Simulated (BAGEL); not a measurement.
**C2H3BFN (SMILES FB1C=NC1) at HF/def2-SVP (density fitting with qzvpp-jkfit)**

Aim: the vertical singlet–triplet gap of C2H3BFN at HF/def2-SVP (density fitting with qzvpp-jkfit), from 2 runs. 

Program for the calculation: BAGEL 1.2.2.

**1. The system as given**

C2H3BFN: 8 atoms, total charge 0, spin state singlet. SMILES: `FB1C=NC1`. Geometry: relaxed at PBE0-D4/def2-TZVP.

Bond lengths: F1–B2 1.312 Å, B2–C3 1.553 Å, C3–N4 1.291 Å, B2–C5 1.580 Å, N4–C5 1.510 Å, C3–H6 1.087 Å, C5–H7 1.093 Å, C5–H8 1.090 Å. Some angles: F1–B2–C3 135.6°, F1–B2–C5 135.3°, C3–B2–C5 86.1°, B2–C3–N4 90.7°, C3–N4–C5 99.2°, B2–C5–N4 82.2°, B2–C3–H6 145.8°, N4–C3–H6 122.6°, B2–C5–H7 120.5°, B2–C5–H8 118.9°.

**2. A single-point energy at HF/def2-SVP (density fitting with qzvpp-jkfit)**

The input, job.json:

```json
{ "bagel": [

{
  "title": "molecule",
  "basis": "svp",
  "df_basis": "qzvpp-jkfit",
  "angstrom": true,
  "geometry": [
    { "atom": "F", "xyz": [    0.213200,   -1.007300,    1.918400 ] },
    { "atom": "B", "xyz": [   -0.024100,   -0.304800,    0.836200 ] },
    { "atom": "C", "xyz": [    0.319000,    1.128500,    0.345800 ] },
    { "atom": "N", "xyz": [    0.303900,    0.728600,   -0.881200 ] },
    { "atom": "C", "xyz": [   -0.301700,   -0.640600,   -0.682300 ] },
    { "atom": "H", "xyz": [    0.656500,    2.120900,    0.633900 ] },
    { "atom": "H", "xyz": [    0.257100,   -1.432700,   -1.186200 ] },
    { "atom": "H", "xyz": [   -1.331600,   -0.649700,   -1.040300 ] }
  ]
},
{ "title": "hf" },
{ "title": "print", "file": "orbitals.molden", "orbitals": true }

]}
```

Launch:

```sh
$ BAGEL_NUM_THREADS=1 BAGEL job.json > job.out
```

The program printed:

```text
* using 1 threads per process

  ===============================================================
  ===============================================================

  *** Geometry ***

  { "atom" : "F", "xyz" : [      0.402890,     -1.903521,      3.625251 ] },
  { "atom" : "B", "xyz" : [     -0.045542,     -0.575989,      1.580189 ] },
  { "atom" : "C", "xyz" : [      0.602823,      2.132556,      0.653467 ] },
  { "atom" : "N", "xyz" : [      0.574288,      1.376854,     -1.665227 ] },
  { "atom" : "C", "xyz" : [     -0.570130,     -1.210559,     -1.289360 ] },
  { "atom" : "H", "xyz" : [      1.240605,      4.007920,      1.197897 ] },
  { "atom" : "H", "xyz" : [      0.485849,     -2.707411,     -2.241593 ] },
  { "atom" : "H", "xyz" : [     -2.516359,     -1.227755,     -1.965882 ] },

  Number of auxiliary basis functions:      433

  Since a DF basis is specified, we compute 2- and 3-index integrals:
    o Being stored without compression. Storage requirement is 0.025 GB

  Number of basis functions:       85
  Number of electrons      :       36

    * METHOD: MOLECULE                             0.19

  *** RHF ***

  === Nuclear Repulsion ===
   145.3024804942

      * DIIS with orbital gradients will be used.

  === RHF iteration (svp) ===
      0       -255.67783071          0.01634774           0.05
      1       -255.80594454          0.00970044           0.04
      2       -255.84740020          0.00185032           0.04
      3       -255.84980149          0.00076183           0.04
      4       -255.85014351          0.00020603           0.04
      5       -255.85019698          0.00012083           0.04
      6       -255.85021324          0.00005899           0.04
      7       -255.85022039          0.00001512           0.04
      8       -255.85022078          0.00000634           0.04
      9       -255.85022083          0.00000358           0.05
     10       -255.85022085          0.00000161           0.04
     11       -255.85022086          0.00000099           0.04
     12       -255.85022086          0.00000036           0.04
     13       -255.85022086          0.00000016           0.04
     14       -255.85022086          0.00000006           0.05
     15       -255.85022086          0.00000003           0.05
     16       -255.85022086          0.00000002           0.05
     17       -255.85022086          0.00000001           0.04
    * SCF iteration converged.

    * Permanent dipole moment:
           (    0.307202,     0.052476,    -0.228394) a.u.

    * METHOD: HF                                   0.95

    * METHOD: PRINT                                0.02

  ===============================================================
```

Run time: 1.3 s. Hardware: 1 thread of Arm Neoverse V1, shared host; peak memory 0.11 GiB.

**3. The triplet**

Changes to job.json since step 2:

```diff
@@ -6,3 +6,3 @@
   "df_basis": "qzvpp-jkfit",
-  "angstrom": true,
+  "angstrom": "true",
   "geometry": [
@@ -18,4 +18,4 @@
 },
-{ "title": "hf" },
-{ "title": "print", "file": "orbitals.molden", "orbitals": true }
+{ "title": "uhf", "nopen": 2 },
+{ "title": "print", "file": "orbitals.molden", "orbitals": "true" }
```

Launch:

```sh
$ BAGEL_NUM_THREADS=1 BAGEL job.json > job.out
```

The program printed:

```text
* using 1 threads per process

  ===============================================================
  ===============================================================

  *** Geometry ***

  { "atom" : "F", "xyz" : [      0.402890,     -1.903521,      3.625251 ] },
  { "atom" : "B", "xyz" : [     -0.045542,     -0.575989,      1.580189 ] },
  { "atom" : "C", "xyz" : [      0.602823,      2.132556,      0.653467 ] },
  { "atom" : "N", "xyz" : [      0.574288,      1.376854,     -1.665227 ] },
  { "atom" : "C", "xyz" : [     -0.570130,     -1.210559,     -1.289360 ] },
  { "atom" : "H", "xyz" : [      1.240605,      4.007920,      1.197897 ] },
  { "atom" : "H", "xyz" : [      0.485849,     -2.707411,     -2.241593 ] },
  { "atom" : "H", "xyz" : [     -2.516359,     -1.227755,     -1.965882 ] },

  Number of auxiliary basis functions:      433

  Since a DF basis is specified, we compute 2- and 3-index integrals:
    o Being stored without compression. Storage requirement is 0.025 GB

  Number of basis functions:       85
  Number of electrons      :       36

    * METHOD: MOLECULE                             0.19

  *** Open-shell HF ***

  === Nuclear Repulsion ===
   145.3024804942

      * DIIS with orbital gradients will be used.

  === UHF iteration (svp) ===
      0       -255.55407619          0.03085997           0.09
      1       -255.69694407          0.01785732           0.09
      2       -255.73251586          0.01008558           0.09
      3       -255.74879364          0.00256861           0.09
      4       -255.75365622          0.00149452           0.09
      5       -255.75634569          0.00081636           0.09
      6       -255.75726920          0.00026657           0.09
      7       -255.75734973          0.00017383           0.09
      8       -255.75738289          0.00012601           0.09
      9       -255.75741225          0.00007895           0.09
[... 25 lines of this table left out ...]
     35       -255.75745130          0.00000002           0.09
     36       -255.75745130          0.00000001           0.09
     37       -255.75745130          0.00000001           0.09
     38       -255.75745130          0.00000001           0.09
    * SCF iteration converged.

    * S^2 (UHF) is 2.0189

    * Permanent dipole moment:
           (    0.306097,    -0.001212,     0.582034) a.u.

    * METHOD: UHF                                  3.64

    * METHOD: PRINT                                0.02

  ===============================================================
```

It took 4.2 s on 1 thread of Arm Neoverse V1, shared host; peak memory 0.11 GiB.

**4. Summary of results**

Level: HF/def2-SVP (density fitting with qzvpp-jkfit).

| quantity | value |
| --- | --- |
| singlet: total energy | -255.85022 Eh |
| singlet: dipole moment | 0.98 D |
| singlet: HOMO energy | -11.12 eV |
| singlet: LUMO energy | 2.44 eV |
| singlet: HOMO–LUMO gap | 13.56 eV |
| triplet: total energy | -255.75745 Eh |
| triplet: dipole moment | 1.67 D |
| triplet: ⟨S²⟩ | 2.019 |
| vertical energy of the triplet above the singlet | 2.524 eV |

**Reading.** At this shape the triplet lies 2.52 eV (58 kcal/mol) above the singlet.
